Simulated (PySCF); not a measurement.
**CH8B3NS: electronic excitations at several levels of theory**

How much do the electronic excitations of CH8B3NS (`BN(B)BSC`) depend on the level of theory, and what does each level cost?

The runs use PySCF 2.14.0, with density-fitted response routines of our own; the level of theory stands in each step. All values are computed, except where a source is named. Atoms count from 0, in the outputs and in this text.

## (1) The molecule as given

14 atoms, charge 0, multiplicity 1; geometry from: GFN2-xTB. The atoms were then displaced at random by about 0.01 Å, so the start is not that level's minimum.

Bonds of the start (Å): B0–N1 1.41, N1–B2 1.43, N1–B3 1.48, B3–S4 1.74, S4–C5 1.82, B0–H6 1.18, B0–H7 1.17, B2–H8 1.20, B2–H9 1.16, B3–H10 1.16, C5–H11 1.10, C5–H12 1.10, C5–H13 1.08.

## (2) Optimising the geometry at PBE0-D3(BJ)/def2-SVP

What the job is given:

```
{"job": {"xc": "PBE0", "basis": "def2-SVP", "d3": "d3bj", "grid": 1, "shake": 0.01, "kind": "geom"}, "charge": 0, "multiplicity": 1}
B     -2.368760    -0.144570    -0.547220
N     -1.277630     0.052490     0.321550
B     -1.504900     0.361470     1.697930
B      0.096120    -0.082470    -0.218580
S      1.519080     0.194210     0.741310
C      2.841570    -0.107090    -0.478110
H     -3.463180     0.023220    -0.140330
H     -2.189760    -0.399110    -1.676440
H     -0.564860     0.472650     2.440180
H     -2.577130     0.499860     2.114310
H      0.204710    -0.394400    -1.325680
H      3.796380     0.017560     0.046930
H      2.736100     0.613450    -1.296850
H      2.745120    -1.122350    -0.846690
```

Launch:

```console
> OMP_NUM_THREADS=1 python probes_run.py task.json out
```

The driver reads the jobs from task.json and runs them one after another.

The program printed:

```text
step   0  E = -569.88607512  max force = 0.030248
step   1  E = -569.89183802  max force = 0.006358
step   2  E = -569.89193219  max force = 0.001657
step   3  E = -569.89193946  max force = 0.001062
step   4  E = -569.89195835  max force = 0.000436
step   5  E = -569.89196094  max force = 0.000357
optimisation converged
```

Wall time 53 s (1 thread of Arm Neoverse N1, shared host); peak memory 0.5 GiB.

Along the way:

| step | energy from step 0 (eV) | largest force component (eV/Å) |
| --- | --- | --- |
| 0 | 0.0000 | 1.5554 |
| 1 | -0.1568 | 0.3269 |
| 2 | -0.1594 | 0.0852 |
| 3 | -0.1596 | 0.0546 |
| 4 | -0.1601 | 0.0224 |
| 5 | -0.1602 | 0.0184 |

Close pairs (by a distance rule), those that changed most:

| bond | before (Å) | after (Å) | change (Å) |
| --- | --- | --- | --- |
| B3–H10 | 1.155 | 1.207 | +0.052 |
| B2–H9 | 1.159 | 1.206 | +0.048 |
| B3–S4 | 1.739 | 1.785 | +0.047 |
| B0–H7 | 1.171 | 1.208 | +0.036 |
| B0–N1 | 1.409 | 1.438 | +0.030 |
| B0–H6 | 1.180 | 1.207 | +0.027 |
| N1–B3 | 1.482 | 1.458 | -0.024 |
| C5–H13 | 1.084 | 1.098 | +0.013 |

The end geometry stands in the next job.

| at the end point | value |
| --- | --- |
| rotational constants (GHz, main isotopes) | 7.282, 1.506, 1.258 |
| dipole moment (D) | 1.85 |

## (3) Ultraviolet spectrum: PBE0/def2-TZVP

What the job is given:

```
{"job": {"kind": "uv", "xc": "PBE0", "basis": "def2-TZVP"}, "charge": 0, "multiplicity": 1}
B     -2.462032    -0.005414    -0.873335
N     -1.321041     0.167748    -0.015051
B     -1.526709     0.527760     1.362978
B      0.012795    -0.028733    -0.570596
S      1.486736     0.202930     0.409692
C      2.795644    -0.172229    -0.794098
H     -3.567121     0.154082    -0.416063
H     -2.299866    -0.305289    -2.031787
H     -0.575913     0.683058     2.090609
H     -2.651485     0.668323     1.775589
H      0.134160    -0.355726    -1.726010
H      3.752645    -0.097978    -0.261186
H      2.788764     0.551871    -1.618683
H      2.684761    -1.189849    -1.190073
```

With the program's defaults for keys left out, this is: TDDFT PBE0/def2-TZVP, vertical, gas phase, core orbitals frozen in the response.

The program printed:

```text
coarse grid: 11992 points
cycle   1  E = -570.1842620798  dE =  2.922e-01  |g| = 3.183e-01  |ddm| = 2.612e+00
cycle   2  E = -570.1787904301  dE =  5.472e-03  |g| = 3.771e-01  |ddm| = 5.071e-01
cycle   3  E = -570.2091961240  dE = -3.041e-02  |g| = 6.964e-02  |ddm| = 2.350e-01
cycle   4  E = -570.2100887520  dE = -8.926e-04  |g| = 2.785e-02  |ddm| = 5.813e-02
cycle   5  E = -570.2102731777  dE = -1.844e-04  |g| = 6.128e-03  |ddm| = 2.374e-02
cycle   6  E = -570.2102830080  dE = -9.830e-06  |g| = 2.179e-03  |ddm| = 6.328e-03
final grid: 110552 points
cycle   7  E = -570.2031223839  dE = -5.358e-05  |g| = 1.029e-02  |ddm| = 6.243e-02
cycle   8  E = -570.2031038552  dE =  1.853e-05  |g| = 1.333e-02  |ddm| = 1.389e-02
cycle   9  E = -570.2031440315  dE = -4.018e-05  |g| = 1.266e-03  |ddm| = 8.361e-03
cycle  10  E = -570.2031443466  dE = -3.151e-07  |g| = 4.272e-04  |ddm| = 8.562e-04
cycle  11  E = -570.2031443883  dE = -4.162e-08  |g| = 9.907e-05  |ddm| = 3.044e-04
cycle  12  E = -570.2031443910  dE = -2.747e-09  |g| = 2.492e-05  |ddm| = 9.220e-05
cycle  13  E = -570.2031443912  dE = -1.720e-10  |g| = 5.030e-06  |ddm| = 2.272e-05
converged SCF energy = -570.2031443912

Static polarisability (au): isotropic 82.669, principal 54.738 82.051 111.218

Singlet excitations
state   eV       nm        f      main configurations
  1   4.9474    250.6   0.01607   H->L 0.98
  2   5.5180    224.7   0.20533   H->L+1 0.97
  3   5.6686    218.7   0.00029   H-1->L 0.61, H-2->L 0.22, H-1->L+1 0.12
  4   5.8561    211.7   0.00004   H-2->L 0.60, H-1->L+1 0.17, H-1->L 0.12
  5   6.0232    205.8   0.00005   H-1->L+1 0.40, H-2->L+1 0.24, H-3->L 0.18
  6   6.2296    199.0   0.00156   H-3->L 0.29, H-1->L+1 0.28, H-2->L+1 0.20
  7   6.5369    189.7   0.00099   H-3->L 0.43, H-2->L+1 0.40, H-2->L 0.11
  8   6.6166    187.4   0.00021   H->L+3 0.90
  9   6.8535    180.9   0.00398   H-3->L+1 0.87
 10   6.9751    177.8   0.00987   H->L+2 0.97

Triplet excitations (Tamm-Dancoff, eV): 4.2660 4.9151 5.1276 5.3614
```

It took 55 s on 1 thread of Arm Neoverse N1, shared host; peak memory 0.9 GiB.

Frontier orbitals and where they lie:

| orbital | eV | atoms |
| --- | --- | --- |
| HOMO−3 | -9.41 | B2 22 %, B0 18 %, N1 14 % |
| HOMO−2 | -8.96 | B0 27 %, B2 22 %, H7 14 % |
| HOMO−1 | -8.50 | S4 52 %, B3 17 %, H10 8 % |
| HOMO | -7.47 | S4 65 %, B3 15 %, C5 6 % |
| LUMO | -1.47 | B2 59 %, B0 18 %, B3 13 % |
| LUMO+1 | -1.15 | B0 47 %, B3 30 %, S4 12 % |
| LUMO+2 | 0.49 | B2 26 %, B3 24 %, B0 22 % |

With each of the 10 states as a Gaussian band of 0.4 eV half-width at 1/e, the curve within the window shown has maxima at 224 nm (ε 8,400), 179 nm (ε 570) L/(mol cm). Beyond the last state computed it falls off for lack of states. The curve at chosen wavelengths:

```csv
nm,ε (L/mol/cm)
170,283
175,510
179,572
184,468
188,337
193,255
197,356
202,922
206,1940
211,3976
216,6340
220,7799
225,8407
229,7853
234,6308
238,4862
243,3265
248,2108
252,1482
257,968
261,695
266,457
270,322
275,201
279,133
284,77
```

Further results of this job:

| property | computed |
| --- | --- |
| dipole moment (D) | 1.83 |
| polarisability (Å³) | 12.25 |
| HOMO–LUMO gap (eV) | 6.00 |
| −ε(HOMO) (eV) | 7.47 |

## (4) TDDFT and polarisability: PBE0/aug-cc-pVDZ

Same as in step 3 but for these lines:

```diff
@@ -1,2 +1,2 @@
-{"job": {"kind": "uv", "xc": "PBE0", "basis": "def2-TZVP"}, "charge": 0, "multiplicity": 1}
+{"job": {"kind": "uv", "xc": "PBE0", "basis": "aug-cc-pVDZ"}, "charge": 0, "multiplicity": 1}
 B     -2.462032    -0.005414    -0.873335
```

Level: TDDFT PBE0/aug-cc-pVDZ, vertical, gas phase, core orbitals frozen in the response.

The program printed:

```text
coarse grid: 11992 points
cycle   1  E = -570.1072509463  dE =  3.323e-01  |g| = 2.942e-01  |ddm| = 1.043e+01
cycle   2  E = -570.1023634274  dE =  4.888e-03  |g| = 3.528e-01  |ddm| = 1.846e+00
cycle   3  E = -570.1301559933  dE = -2.779e-02  |g| = 6.049e-02  |ddm| = 5.736e-01
cycle   4  E = -570.1308717604  dE = -7.158e-04  |g| = 2.278e-02  |ddm| = 1.573e-01
cycle   5  E = -570.1310099919  dE = -1.382e-04  |g| = 5.875e-03  |ddm| = 5.754e-02
cycle   6  E = -570.1310211628  dE = -1.117e-05  |g| = 1.304e-03  |ddm| = 1.672e-02
cycle   7  E = -570.1310217095  dE = -5.468e-07  |g| = 2.956e-04  |ddm| = 3.519e-03
final grid: 110552 points
cycle   8  E = -570.1494442602  dE = -2.603e-05  |g| = 9.144e-03  |ddm| = 1.973e-01
cycle   9  E = -570.1494215836  dE =  2.268e-05  |g| = 1.329e-02  |ddm| = 4.424e-02
cycle  10  E = -570.1494661758  dE = -4.459e-05  |g| = 1.141e-03  |ddm| = 2.257e-02
cycle  11  E = -570.1494664780  dE = -3.021e-07  |g| = 2.567e-04  |ddm| = 2.713e-03
cycle  12  E = -570.1494664949  dE = -1.699e-08  |g| = 7.148e-05  |ddm| = 6.744e-04
cycle  13  E = -570.1494664966  dE = -1.646e-09  |g| = 1.577e-05  |ddm| = 2.240e-04
cycle  14  E = -570.1494664967  dE = -7.276e-11  |g| = 3.990e-06  |ddm| = 5.039e-05
converged SCF energy = -570.1494664967

Static polarisability (au): isotropic 86.779, principal 59.503 85.917 114.916

Singlet excitations
state   eV       nm        f      main configurations
  1   4.9165    252.2   0.01578   H->L 0.98
  2   5.4989    225.5   0.20687   H->L+1 0.97
  3   5.6461    219.6   0.00024   H-1->L 0.59, H-2->L 0.26, H-1->L+1 0.09
  4   5.8310    212.6   0.00003   H-2->L 0.58, H-1->L 0.16, H-1->L+1 0.15
  5   6.0083    206.4   0.00003   H-1->L+1 0.39, H-2->L+1 0.26, H-3->L 0.20
  6   6.2029    199.9   0.00120   H-1->L+1 0.32, H-3->L 0.25, H-2->L+1 0.19
  7   6.2975    196.9   0.00296   H->L+2 0.90
  8   6.4984    190.8   0.00177   H-3->L 0.47, H-2->L+1 0.40, H-2->L 0.11
  9   6.6817    185.6   0.01142   H->L+3 0.98
 10   6.8137    182.0   0.01145   H-3->L+1 0.74

Triplet excitations (Tamm-Dancoff, eV): 4.2801 4.8921 5.0959 5.3631
```

Wall time 48 s (1 thread of Arm Neoverse N1, shared host); peak memory 0.86 GiB.

This run: HOMO -7.48 eV, LUMO -1.51 eV; lowest singlet 4.92 eV.

## (5) Excited states and response: PBE0/6-31+G*

Same as in step 4 but for these lines:

```diff
@@ -1,2 +1,2 @@
-{"job": {"kind": "uv", "xc": "PBE0", "basis": "aug-cc-pVDZ"}, "charge": 0, "multiplicity": 1}
+{"job": {"kind": "uv", "xc": "PBE0", "basis": "6-31+G*"}, "charge": 0, "multiplicity": 1}
 B     -2.462032    -0.005414    -0.873335
```

With the program's defaults for keys left out, this is: TDDFT PBE0/6-31+G*, vertical, gas phase, core orbitals frozen in the response.

The program printed:

```text
coarse grid: 11992 points
cycle   1  E = -570.1433145726  dE =  3.130e-01  |g| = 2.950e-01  |ddm| = 3.342e+00
cycle   2  E = -570.1380496430  dE =  5.265e-03  |g| = 3.550e-01  |ddm| = 6.432e-01
cycle   3  E = -570.1665580448  dE = -2.851e-02  |g| = 5.731e-02  |ddm| = 3.134e-01
cycle   4  E = -570.1672026568  dE = -6.446e-04  |g| = 2.176e-02  |ddm| = 7.689e-02
cycle   5  E = -570.1673334094  dE = -1.308e-04  |g| = 5.736e-03  |ddm| = 3.457e-02
cycle   6  E = -570.1673439705  dE = -1.056e-05  |g| = 1.124e-03  |ddm| = 1.163e-02
cycle   7  E = -570.1673443686  dE = -3.981e-07  |g| = 2.514e-04  |ddm| = 2.263e-03
final grid: 110552 points
cycle   8  E = -570.1153385737  dE = -1.784e-05  |g| = 9.229e-03  |ddm| = 4.878e-02
cycle   9  E = -570.1153160721  dE =  2.250e-05  |g| = 1.329e-02  |ddm| = 2.263e-02
cycle  10  E = -570.1153614388  dE = -4.537e-05  |g| = 1.117e-03  |ddm| = 1.364e-02
cycle  11  E = -570.1153617292  dE = -2.904e-07  |g| = 2.356e-04  |ddm| = 1.078e-03
cycle  12  E = -570.1153617436  dE = -1.445e-08  |g| = 5.929e-05  |ddm| = 4.066e-04
cycle  13  E = -570.1153617447  dE = -1.081e-09  |g| = 1.442e-05  |ddm| = 1.194e-04
cycle  14  E = -570.1153617448  dE = -6.185e-11  |g| = 3.682e-06  |ddm| = 2.984e-05
converged SCF energy = -570.1153617448

Static polarisability (au): isotropic 79.026, principal 50.221 79.897 106.958

Singlet excitations
state   eV       nm        f      main configurations
  1   4.9953    248.2   0.02046   H->L 0.98
  2   5.5724    222.5   0.20439   H->L+1 0.97
  3   5.7253    216.6   0.00019   H-1->L 0.65, H-2->L 0.19, H-1->L+1 0.11
  4   5.9329    209.0   0.00004   H-2->L 0.62, H-1->L+1 0.16, H-1->L 0.10
  5   6.1052    203.1   0.00003   H-1->L+1 0.38, H-2->L+1 0.27, H-3->L 0.18
  6   6.3001    196.8   0.00084   H-1->L+1 0.30, H-3->L 0.25, H-2->L+1 0.19
  7   6.3764    194.4   0.00399   H->L+2 0.88
  8   6.6115    187.5   0.00166   H-3->L 0.47, H-2->L+1 0.38, H-2->L 0.12
  9   6.7607    183.4   0.01497   H->L+3 0.98
 10   6.9126    179.4   0.01629   H-3->L+1 0.55, H->L+4 0.27

Triplet excitations (Tamm-Dancoff, eV): 4.3516 4.9848 5.2398 5.4743
```

Wall time 22 s (1 thread of Arm Neoverse N1, shared host); peak memory 0.69 GiB.

Key values: HOMO -7.49 eV, LUMO -1.45 eV; lowest singlet 5.00 eV.

## (6) Run by run: electronic excitations

Excitations and ground-state properties, with basis size and wall time:

| run | lowest singlet (eV) | brightest (eV) | f | gap (eV) | α (Å³) | μ (D) | functions | time |
| --- | --- | --- | --- | --- | --- | --- | --- | --- |
| PBE0/def2-TZVP | 4.95 | 5.52 | 0.205 | 6.00 | 12.25 | 1.83 | 240 | 55 s |
| PBE0/aug-cc-pVDZ | 4.92 | 5.50 | 0.207 | 5.97 | 12.86 | 1.81 | 214 | 48 s |
| PBE0/6-31+G* | 5.00 | 5.57 | 0.204 | 6.04 | 11.71 | 1.82 | 128 | 22 s |

## (7) Outcome

| quantity | value |
| --- | --- |
| rotational constants (main isotopes) | 7.28, 1.51, 1.26 GHz |
| lowest singlet (PBE0/def2-TZVP) | 4.95 eV (251 nm), f = 0.016 |
| brightest single state of those computed | state 2, 5.52 eV, f = 0.205 |
| lowest triplet | 4.27 eV |
| range of the lowest singlet | 4.92 to 5.00 eV |

In words: Single values in the summary come from the first sound run of each kind (PBE0/def2-TZVP), which need not be the best level. The start of the PBE0/def2-SVP relaxation was shaken at random by about 0.01 Å, so part of the energy gained, and of the first lengths quoted, undoes that. The optimisation took 5 steps and gained 0.160 eV; among the close pairs (by a distance rule), B3–H10 changed most, from 1.155 to 1.207 Å. The first singlet state (HOMO→LUMO 0.98) lies at 4.95 eV and is weak; of the 10 states computed, the strongest absorption comes from state 2 at 5.52 eV. The lowest triplet lies 0.68 eV below the lowest singlet (triplets in Tamm-Dancoff, singlets in full TDDFT). The lowest singlet runs from 4.92 eV (PBE0/aug-cc-pVDZ) to 5.00 eV (PBE0/6-31+G*), while the orbital gap spans 5.97 to 6.04 eV. The lowest state need not be the same one in every run.
